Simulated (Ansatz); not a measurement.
**CH₅NTe: a ladder of functionals and wavefunction methods**

The task here is to estimate one member of a computed series from the others.

Program: Ansatz 0.2.0, Gaussian basis. Level of theory: functionals in def2-TZVPP, the program's frozen cores in correlated methods. These are calculated values, not measurements.

Levels to be run: LDA (SPW92), PBE-D4, revPBE-D4, BLYP-D4, r2SCAN-D4, B97M-V, PBE0-D4, B3LYP-D4, r2SCANh-D4, r2SCAN0-D4, HSE06-D4, BHLYP-D4, CAM-B3LYP-D4, LC-ωPBE, ωB97X-V, ωB97M-V, B2PLYP, PBE-QIDH; CCSD(T)/def2-SVP; CCSD(T)/def2-TZVPP; MP2/def2-QZVPP; extrapolation to the limit; RPA on PBE.

## The relaxed structure

All runs share one geometry, relaxed beforehand with PBE0-D4 in a triple-zeta def2 set. Te takes the def2 core potential; no spin-orbit term is included.

SMILES `NC[TeH]`, 8 atoms, charge 0, spin multiplicity 1.

Atoms are counted from 1 here; the program's logs count them from 0.

Bond lengths: N1–C2 1.439 Å, N1–H4 1.011 Å, N1–H5 1.012 Å, C2–Te3 2.168 Å, C2–H6 1.089 Å, C2–H7 1.095 Å, Te3–H8 1.660 Å. Angles: C2–N1–H4 111.6°, C2–N1–H5 111.4°, H4–N1–H5 108.8°, N1–C2–Te3 107.9°, N1–C2–H6 109.5°, N1–C2–H7 116.7°, Te3–C2–H6 107.3°, Te3–C2–H7 106.1°, H6–C2–H7 109.0°, C2–Te3–H8 93.9°.

The first run:

in.yaml

```yaml
crystal:
  periodic: [false, false, false]
  atoms:
    - {symbol: N, position_ang: [-0.537245, 0.924653, -0.715926]}
    - {symbol: C, position_ang: [0.303273, 0.175917, 0.179880]}
    - {symbol: Te, position_ang: [-0.922786, -1.335835, 1.133952]}
    - {symbol: H, position_ang: [-0.797279, 0.378114, -1.526304]}
    - {symbol: H, position_ang: [-0.081983, 1.773736, -1.026756]}
    - {symbol: H, position_ang: [0.674976, 0.833050, 0.964038]}
    - {symbol: H, position_ang: [1.148095, -0.356751, -0.268722]}
    - {symbol: H, position_ang: [0.305250, -2.449984, 1.204039]}
basis:
  gaussian: {orbitals: def2-TZVPP}
hamiltonian: {xc: lda}
output: {orbitals: {seedname: orbitals}}
```

Started as:

```
$ ansatz run in.yaml --threads 2 --pin off --events-out ev --progress --plain --max-ram 4352MiB
```

Steps of the session up to this table: LDA; PBE-D4 (GGA); revPBE-D4 (GGA); BLYP-D4 (GGA); r2SCAN-D4 (meta-GGA); B97M-V (meta-GGA); B3LYP-D4 (hybrid); r2SCANh-D4 (hybrid); r2SCAN0-D4 (hybrid); HSE06-D4 (hybrid); BHLYP-D4 (hybrid); CAM-B3LYP-D4 (range-separated); LC-ωPBE (range-separated); ωB97X-V (range-separated); ωB97M-V (range-separated); B2PLYP (double hybrid); PBE-QIDH (double hybrid).

One table of the session follows, with a row left open; its other results are not shown here.

It belongs to the step «Frontier levels by functional». 

```
  functional  HOMO (eV)  gap (eV)
 LDA (SPW92)      -5.09      3.52
      PBE-D4      -4.96      3.57
   revPBE-D4      -4.91      3.60
     BLYP-D4      -4.81      3.50
   r2SCAN-D4      -5.19      4.03
      B97M-V      -5.21      3.99
     PBE0-D4      -6.01      5.45
    B3LYP-D4      -5.80      5.00
  r2SCANh-D4      -5.58      4.72
  r2SCAN0-D4      -6.16      5.74
    HSE06-D4      -5.62      4.68
    BHLYP-D4      -6.91      7.18
CAM-B3LYP-D4          ?         ?
     LC-ωPBE      -8.56     10.13
     ωB97X-V      -8.24      9.68
     ωB97M-V      -8.13      9.36
```

Q: Estimate the row for CAM-B3LYP-D4 from the others.

As computed: HOMO (eV): -7.26; gap (eV): 7.67. In the column «HOMO (eV)» it lies between ωB97M-V (-8.13) and BHLYP-D4 (-6.91).
